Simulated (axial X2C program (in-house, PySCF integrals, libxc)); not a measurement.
# All-electron X2C curves of GaF

Aim: find the lowest determinant of GaF, scan the bond at several levels and fit the constants, once spin-free and once with spin–orbit coupling.

The runs use an in-house X2C program for linear molecules on PySCF integrals; all-electron X2C, Ga dyall-cv3z, F dyall-av3z.

All values are calculated.

## Step 1: Input

The input, task.json:

```json
{
 "zs": [
  31,
  9
 ],
 "q": 0,
 "bas": [
  "dyall-cv3z",
  "dyall-av3z"
 ],
 "levels": [
  "PBE0",
  "HF",
  "B3LYP"
 ],
 "cc": true,
 "r0": 1.88,
 "thr": -1.0,
 "nmax": 90,
 "npts": 10,
 "nst": 2,
 "ntry": 6
}
```

Keys: zs atomic numbers; q charge; bas basis sets; levels methods (HF also brings MP2); cc coupled cluster on or off; r0 starting distance in Å; thr threshold in hartree for freezing inner shells (an s shell follows its p shell); nmax most natural virtual spinors; npts points asked for on the curve; nst determinants followed; ntry starts of the search.

Run with:

```bash
python so2c.py task.json out
```

Spin-free means the one-electron spin-free X2C Hamiltonian; two-component (2c) means X2C with spin–orbit coupling and atomic mean-field two-electron Coulomb and Gaunt terms. Basis: Ga dyall-cv3z contracted to [9s9p7d4f1g], F dyall-av3z contracted to [7s6p3d2f]; Gaussian nuclei, density fitting. Masses: Ga 68.926 u, F 18.998 u.

Notation: σ, π±, δ± give the projection m of an orbital's angular momentum (0, ±1, ±2), α and β its spin, Λ and M_S the sums; ω is the projection of a spinor's total angular momentum and Ω the sum. Logs are in hartree.

The results follow Hamiltonian by Hamiltonian and level by level.

## Step 2: Which state to follow

PBE0 moves the distance from 1.880 Å to 1.788 Å and compares determinants there.

Spin-free determinants:

```
ΔE (eV)           state                     open shells
   0.00  M_S = 0, Λ = 0                    closed shell
   4.04  M_S = 1, Λ = 1   beyond closed shells: σα, π+α
   4.79  M_S = 0, Λ = 1   beyond closed shells: σα, π+β
   9.61  M_S = 1, Λ = 0  beyond closed shells: π+α, π-α
  10.60  M_S = 0, Λ = 0  beyond closed shells: π+β, π-α
```

Two-component determinants:

```json
{"ΔE (eV)": "0.00", "state": "Ω = 0", "open shells": "closed shell"}
{"ΔE (eV)": "4.09", "state": "Ω = 2", "open shells": "excess of +ω over −ω: ω = 1/2, ω = 3/2"}
{"ΔE (eV)": "4.76", "state": "Ω = 1", "open shells": "excess of +ω over −ω: 2 × ω = 1/2"}
{"ΔE (eV)": "4.83", "state": "Ω = 1", "open shells": "excess of +ω over −ω: ω = -1/2, ω = 3/2"}
{"ΔE (eV)": "10.69", "state": "Ω = 0", "open shells": "closed shell"}
```

## Step 3: PBE0, spin-free

State followed: M_S = 0, Λ = 0 (closed shell). The scan is laid around 1.788 Å, a first estimate of the minimum, and this SCF restarts from the orbitals of the search.

Output at 1.788 Å:

```text
spin-free X2C-1e  PBE0
basis functions 162  fitting functions 899  grid points 5077
iter        total energy     max residual
   1      -2043.621079852     1.53e-06
   2      -2043.621079852     1.68e-06
converged
one-electron -3013.88536552  Coulomb 973.98669616  exact exchange -21.13316278  xc functional -65.16220176  nuclear repulsion 82.57295405
```

Along the bond, energies from the lowest point:

```tsv
R (Å)	E (eV)	μ (D)	HOMO (eV)	LUMO (eV)	iterations
1.556	0.8296	-0.86	-7.41	-1.05	26
1.627	0.3355	-1.33	-7.60	-1.16	23
1.681	0.1298	-1.68	-7.73	-1.25	21
1.734	0.0263	-2.04	-7.85	-1.34	19
1.788	0.0000	-2.40	-7.97	-1.42	2
1.851	0.0406	-2.83	-8.08	-1.53	19
1.913	0.1363	-3.25	-8.18	-1.63	17
1.994	0.3132	-3.79	-8.27	-1.76	18
2.092	0.5798	-4.45	-8.30	-1.92	17
2.235	1.0112	-5.38	-8.20	-2.15	17
```

Dipoles are positive if F is the positive end.

Outer orbitals at the reference distance:

| symmetry | occupied | ε (eV) | atomic character |
| --- | --- | --- | --- |
| σα | yes | -31.07 | 84% F s, 7% Ga d, 5% Ga p |
| δ+α | yes | -22.65 | 100% Ga d |
| δ-α | yes | -22.65 | 100% Ga d |
| π+α | yes | -22.52 | 99% Ga d |
| π-α | yes | -22.52 | 99% Ga d |
| σα | yes | -22.41 | 96% Ga d |
| σα | yes | -12.42 | 73% F p, 22% Ga s, 2% F s |
| π-α | yes | -10.48 | 92% F p, 4% Ga p, 3% Ga d |
| π+α | yes | -10.48 | 92% F p, 4% Ga p, 3% Ga d |
| σα | yes | -7.97 | 52% Ga s, 23% F p, 18% Ga p |
| π-α | no | -1.42 | 86% Ga p, 8% F p, 3% Ga d |
| π+α | no | -1.42 | 86% Ga p, 8% F p, 3% Ga d |
| σα | no | 0.34 | 76% Ga p, 11% Ga d, 6% F s |
| σα | no | 1.82 | 78% Ga s, 10% F p, 6% Ga p |

PBE0 fields in the half plane through the axis: z from -2.4 to 3.9 Å across, distance from the axis 0.15 to 2.25 Å upwards; Ga lies at z = 0 and F at z = 1.788 Å; the ELF is damped to zero where the density is low.

log10 density (e/bohr³). Ten even steps from '0' (-5.41 ) to '9' (1.37 ):
```
1122233333322222211100
1223333333333333222110
2233344444443333332211
2334445555444444433221
2344455555555555543321
3344556666656666554322
3345566787666777654332
3445567999767888754432
```

ELF. Ten even steps from '0' (0.00 ) to '9' (0.97 ):
```
0000134421000000000000
0014788752000000000000
0158998763100011000000
0489998653101222110000
2899986322112455321000
5999963121115787642000
6999842565127888853100
7999733738218627863100
```

Re = 1.783 Å, ωe = 609 cm⁻¹, ωexe = 3.22 cm⁻¹, Be = 0.3559 cm⁻¹, De = 5.93 eV, μ = -2.37 D.

## Step 4: HF, spin-free

The SCF at the reference distance of 1.788 Å:

```text
spin-free X2C-1e  HF
basis functions 162  fitting functions 899  grid points 5077
iter        total energy     max residual
   1      -2041.858366435     2.81e-01
   2      -2041.886893968     1.27e-02
   3      -2041.888006858     2.05e-02
   4      -2041.888564526     3.45e-03
   5      -2041.888574763     4.90e-04
   6      -2041.888577578     6.16e-04
   7      -2041.888577767     4.37e-05
   8      -2041.888577786     2.48e-05
   9      -2041.888577787     4.68e-06
  10      -2041.888577787     3.76e-07
converged
one-electron -3014.48852204  Coulomb 974.73762598  exact exchange -84.71063579  xc functional 0.00000000  nuclear repulsion 82.57295405
```

Re = 1.762 Å, ωe = 645 cm⁻¹, ωexe = 3.56 cm⁻¹, Be = 0.3644 cm⁻¹, De = 4.19 eV, μ = -2.26 D.

## Step 5: B3LYP, spin-free

Output at 1.788 Å:

```text
spin-free X2C-1e  B3LYP
basis functions 162  fitting functions 899  grid points 5077
iter        total energy     max residual
   1      -2044.034294583     4.80e-02
   2      -2044.035510952     2.71e-03
   3      -2044.035574656     2.12e-03
   4      -2044.035585404     3.73e-04
   5      -2044.035585674     5.53e-04
   6      -2044.035587304     1.01e-04
   7      -2044.035587341     2.32e-05
   8      -2044.035587347     6.51e-06
converged
one-electron -3013.79546202  Coulomb 973.88605264  exact exchange -16.90209890  xc functional -69.79703312  nuclear repulsion 82.57295405
```

Re = 1.799 Å, ωe = 591 cm⁻¹, ωexe = 3.15 cm⁻¹, Be = 0.3498 cm⁻¹, De = 6.02 eV, μ = -2.56 D.

## Step 6: MP2 and beyond, spin-free

Correlated methods: 10 electrons correlated (frozen shells, counted by type: Ga 3 s, 2 p, 1 d; F 1 s), 258 virtual spinors in MP2, 88 natural virtuals in coupled cluster.

Output of the correlated part at 1.788 Å:

```text
correlated 10  virtual 258  natural virtual 88  E(MP2) -0.328878377  MP2 remainder -0.009388172
iter   CCSD correlation   residual
   1     -0.314244437   1.34e-01
   2     -0.323108575   5.95e-02
   3     -0.325836032   2.45e-02
   4     -0.325640192   6.17e-03
   5     -0.325605487   1.68e-03
   6     -0.325617891   6.02e-04
   7     -0.325615460   2.29e-04
   8     -0.325615181   7.58e-05
   9     -0.325617129   2.73e-05
  10     -0.325616633   8.38e-06
  11     -0.325616778   2.27e-06
  12     -0.325616740   8.09e-07
  13     -0.325616727   2.79e-07
(T) -0.010563735  T1 0.0221  D1 0.0304  max T2 0.113
```

T1 in the output is the amplitude norm over the root of the electron number; divide by √2 for the Lee–Taylor value.

MP2: Re = 1.794 Å, ωe = 608 cm⁻¹, Be = 0.3516 cm⁻¹, De = 6.43 eV.

CCSD: Re = 1.786 Å, ωe = 620 cm⁻¹, ωexe = 3.28 cm⁻¹, Be = 0.3549 cm⁻¹, De = 5.93 eV. T1 at Re = 0.016 (Lee–Taylor, the printed value over √2).

CCSD(T): Re = 1.791 Å, ωe = 612 cm⁻¹, ωexe = 3.23 cm⁻¹, Be = 0.3528 cm⁻¹, De = 6.08 eV. T1 at Re = 0.016 (Lee–Taylor, the printed value over √2).

## Step 7: The spin-free curves together

Energy (eV) of the followed determinant, spin-free, from each level's lowest point:

```tsv
R (Å)	PBE0	HF	MP2	CCSD	CCSD(T)	B3LYP
1.556	0.830	0.737	0.927	n/a	n/a	0.917
1.627	0.336	0.266	0.391	0.361	0.380	0.392
1.681	0.130	0.082	0.162	0.142	0.155	0.166
1.734	0.026	0.002	0.040	0.031	0.037	0.044
1.788	0.000	0.000	0.000	0.000	0.000	0.000
1.851	0.041	0.068	0.029	0.039	0.032	0.022
1.913	0.136	0.190	0.116	0.136	0.123	0.101
1.994	0.313	0.398	0.286	0.317	0.296	0.258
2.092	0.580	0.696	0.548	n/a	n/a	0.504
2.235	1.011	1.163	0.980	n/a	n/a	0.910
```

## Step 8: PBE0, 2c

State followed: Ω = 0 (closed shell). The scan is laid around 1.788 Å, a first estimate of the minimum, and this SCF restarts from the orbitals of the search.

The SCF at the reference distance of 1.788 Å:

```text
two-component X2C + atomic mean field  PBE0
basis functions 162  fitting functions 899  grid points 5077
iter        total energy     max residual
   1      -2043.010346294     3.25e-05
   2      -2043.010346296     7.78e-06
converged
one-electron -3012.33720850  Coulomb 973.67397204  exact exchange -21.12666835  xc functional -65.14215441  nuclear repulsion 82.57295405  atomic mean-field constant -0.65124112
```

Along the bond, energies from the lowest point:

```tsv
R (Å)	E (eV)	μ (D)	HOMO (eV)	LUMO (eV)	iterations
1.556	0.8324	-0.86	-7.41	-1.07	27
1.627	0.3372	-1.33	-7.60	-1.19	24
1.681	0.1308	-1.68	-7.73	-1.28	22
1.734	0.0268	-2.04	-7.85	-1.37	20
1.788	0.0000	-2.40	-7.96	-1.45	2
1.851	0.0401	-2.83	-8.08	-1.56	20
1.913	0.1354	-3.25	-8.18	-1.66	16
1.994	0.3120	-3.79	-8.26	-1.79	19
2.092	0.5783	-4.45	-8.30	-1.95	18
2.235	1.0093	-5.38	-8.20	-2.18	18
```

Dipoles are positive if F is the positive end.

Outer spinors at the reference distance:

```
  ω  occupied  ε (eV)             atomic character     λ mixture
1/2       yes  -31.07    84% F s, 7% Ga d, 5% Ga p        100% σ
3/2       yes  -22.90                    100% Ga d  88% δ, 12% π
1/2       yes  -22.74                     98% Ga d  71% π, 29% σ
5/2       yes  -22.49                    100% Ga d        100% δ
3/2       yes  -22.37                     99% Ga d  88% π, 12% δ
1/2       yes  -22.29                     97% Ga d  71% σ, 29% π
1/2       yes  -12.42    73% F p, 22% Ga s, 2% F s        100% σ
1/2       yes  -10.50    92% F p, 4% Ga p, 3% Ga d        100% π
3/2       yes  -10.46    92% F p, 4% Ga p, 3% Ga d        100% π
1/2       yes   -7.96  52% Ga s, 23% F p, 18% Ga p        100% σ
1/2        no   -1.45    86% Ga p, 8% F p, 3% Ga d        100% π
3/2        no   -1.39    86% Ga p, 8% F p, 3% Ga d        100% π
1/2        no    0.35   76% Ga p, 11% Ga d, 6% F s        100% σ
1/2        no    1.82   78% Ga s, 10% F p, 6% Ga p        100% σ
```

PBE0 fields in the half plane through the axis: z from -2.4 to 3.9 Å across, distance from the axis 0.15 to 2.25 Å upwards; Ga lies at z = 0 and F at z = 1.788 Å; the ELF is damped to zero where the density is low.

log10 density (e/bohr³). Ten even steps from ' ' (-5.41 ) to '@' (1.37 ):
```
....::::::------------::::::::::::......    
..::::--------------------------::::::....  
::::------==============------------::::....
::----======++++++++==============----::::..
::--======++++++++++++++++++++++++==----::..
----====++++**********++********++++==--::::
----==++++****##%%##******######**++==----::
--====++++**##@@@@@@##**##%%%%%%##++====--::
```

ELF. Ten even steps from '0' (0.00 ) to '9' (0.97 ):
```
0000134421000000000000
0014788752000000000000
0158998763100011000000
0489998653101222110000
2899986322112455321000
5999963121115787642000
6999842565127888853100
7999733738218627863100
```

Re = 1.784 Å, ωe = 609 cm⁻¹, ωexe = 3.22 cm⁻¹, Be = 0.3558 cm⁻¹, De = 5.92 eV, μ = -2.37 D.

## Step 9: HF, 2c

The SCF at the reference distance of 1.788 Å:

```text
two-component X2C + atomic mean field  HF
basis functions 162  fitting functions 899  grid points 5077
iter        total energy     max residual
   1      -2041.248196946     2.81e-01
   2      -2041.276706589     1.28e-02
   3      -2041.277818800     2.05e-02
   4      -2041.278374647     3.45e-03
   5      -2041.278384880     4.94e-04
   6      -2041.278387691     6.16e-04
   7      -2041.278387881     4.43e-05
   8      -2041.278387900     2.48e-05
   9      -2041.278387901     4.69e-06
  10      -2041.278387901     3.48e-07
converged
one-electron -3012.93866390  Coulomb 974.42311526  exact exchange -84.68455220  xc functional 0.00000000  nuclear repulsion 82.57295405  atomic mean-field constant -0.65124112
```

Re = 1.763 Å, ωe = 645 cm⁻¹, ωexe = 3.56 cm⁻¹, Be = 0.3642 cm⁻¹, De = 4.09 eV, μ = -2.26 D.

## Step 10: B3LYP, 2c

Output at 1.788 Å:

```text
two-component X2C + atomic mean field  B3LYP
basis functions 162  fitting functions 899  grid points 5077
iter        total energy     max residual
   1      -2043.423358493     4.86e-02
   2      -2043.424574812     2.71e-03
   3      -2043.424638754     2.14e-03
   4      -2043.424649542     3.75e-04
   5      -2043.424649816     5.54e-04
   6      -2043.424651453     1.01e-04
   7      -2043.424651490     2.22e-05
   8      -2043.424651496     6.16e-06
converged
one-electron -3012.24685639  Coulomb 973.57286267  exact exchange -16.89690061  xc functional -69.77547010  nuclear repulsion 82.57295405  atomic mean-field constant -0.65124112
```

Re = 1.799 Å, ωe = 590 cm⁻¹, ωexe = 3.15 cm⁻¹, Be = 0.3496 cm⁻¹, De = 6.00 eV, μ = -2.56 D.

## Step 11: MP2 and beyond, 2c

Correlated methods: 10 electrons correlated (frozen shells, counted by type: Ga 3 s, 2 p, 1 d; F 1 s), 258 virtual spinors in MP2, 90 natural virtuals in coupled cluster.

Output of the correlated part at 1.788 Å:

```text
correlated 10  virtual 258  natural virtual 90  E(MP2) -0.328824173  MP2 remainder -0.009172582
iter   CCSD correlation   residual
   1     -0.314309368   1.33e-01
   2     -0.323150138   5.96e-02
   3     -0.325899586   2.46e-02
   4     -0.325702333   6.19e-03
   5     -0.325664297   1.68e-03
   6     -0.325676890   6.07e-04
   7     -0.325675008   2.31e-04
   8     -0.325674695   7.64e-05
   9     -0.325676648   2.75e-05
  10     -0.325676142   8.60e-06
  11     -0.325676294   2.52e-06
  12     -0.325676253   1.04e-06
  13     -0.325676238   4.98e-07
(T) -0.010577979  T1 0.0222  D1 0.0307  max T2 0.114
```

MP2: Re = 1.795 Å, ωe = 608 cm⁻¹, Be = 0.3514 cm⁻¹, De = 6.36 eV.

CCSD: Re = 1.786 Å, ωe = 619 cm⁻¹, ωexe = 3.28 cm⁻¹, Be = 0.3548 cm⁻¹, De = 5.86 eV. T1 at Re = 0.016 (Lee–Taylor, the printed value over √2).

CCSD(T): Re = 1.792 Å, ωe = 612 cm⁻¹, ωexe = 3.23 cm⁻¹, Be = 0.3526 cm⁻¹, De = 6.00 eV. T1 at Re = 0.016 (Lee–Taylor, the printed value over √2).

## Step 12: The 2c curves together

Energy (eV) of the followed determinant, 2c, from each level's lowest point:

```tsv
R (Å)	PBE0	HF	MP2	CCSD	CCSD(T)	B3LYP
1.556	0.832	0.740	0.930	n/a	n/a	0.919
1.627	0.337	0.268	0.393	0.363	0.381	0.394
1.681	0.131	0.084	0.163	0.143	0.155	0.167
1.734	0.027	0.003	0.041	0.031	0.037	0.044
1.788	0.000	0.000	0.000	0.000	0.000	0.000
1.851	0.040	0.068	0.028	0.039	0.032	0.022
1.913	0.135	0.189	0.115	0.135	0.122	0.100
1.994	0.312	0.396	0.284	0.316	0.295	0.257
2.092	0.578	0.695	0.547	n/a	n/a	0.503
2.235	1.009	1.161	0.978	n/a	n/a	0.908
```

Time for the job: 87 s (1 thread of Arm Neoverse V1, shared host); peak memory 0.62 GiB.

## Step 13: What came out

Lowest determinant that the search found at its distance, spin-free: M_S = 0, Λ = 0 (closed shell).

Lowest determinant that the search found at its distance, 2c: Ω = 0 (closed shell).

| Hamiltonian | level | Re (Å) | ωe (cm⁻¹) | De (eV) | μ (D) |
| --- | --- | --- | --- | --- | --- |
| spin-free | PBE0 | 1.783 | 609 | 5.93 | -2.37 |
| spin-free | HF | 1.762 | 645 | 4.19 | -2.26 |
| spin-free | MP2 | 1.794 | 608 | 6.43 | n/a |
| spin-free | CCSD | 1.786 | 620 | 5.93 | n/a |
| spin-free | CCSD(T) | 1.791 | 612 | 6.08 | n/a |
| spin-free | B3LYP | 1.799 | 591 | 6.02 | -2.56 |
| 2c | PBE0 | 1.784 | 609 | 5.92 | -2.37 |
| 2c | HF | 1.763 | 645 | 4.09 | -2.26 |
| 2c | MP2 | 1.795 | 608 | 6.36 | n/a |
| 2c | CCSD | 1.786 | 619 | 5.86 | n/a |
| 2c | CCSD(T) | 1.792 | 612 | 6.00 | n/a |
| 2c | B3LYP | 1.799 | 590 | 6.00 | -2.56 |

Dipoles are positive if F is the positive end.

Time per point (s) on 1 thread of Arm Neoverse V1, shared host (2c runs; CCSD comes with the CCSD(T) run); the times are rough: PBE0 0.5, HF 0.28, MP2 0.45, CCSD(T) 3.3, B3LYP 0.55.

At CCSD(T), going from spin-free to two-component changes Re by 0 mÅ, ωe by 0.0 %, which is small (part of it comes from the scalar share of the two-electron terms). De moves by -0.07 eV; both De rest on single-determinant atoms, which can miss part of an open shell's spin–orbit lowering.

De refers to Ga + F, each in the lowest determinant found, which need not be this curve's own limit. The state is a single determinant with fixed occupations, the lowest that a limited PBE0 search found. Closed shells are restricted here (equal orbitals for both partners), which fails at long range if the bond breaks into open shells. De is counted from the lowest determinant-based energies of the atoms at the same level, without counterpoise correction. CCSD and (T) use frozen natural virtuals with an MP2 correction for the truncation. With the outer-core shells frozen, correlated bond lengths of heavy atoms tend to come out a few hundredths of an ångström too long.
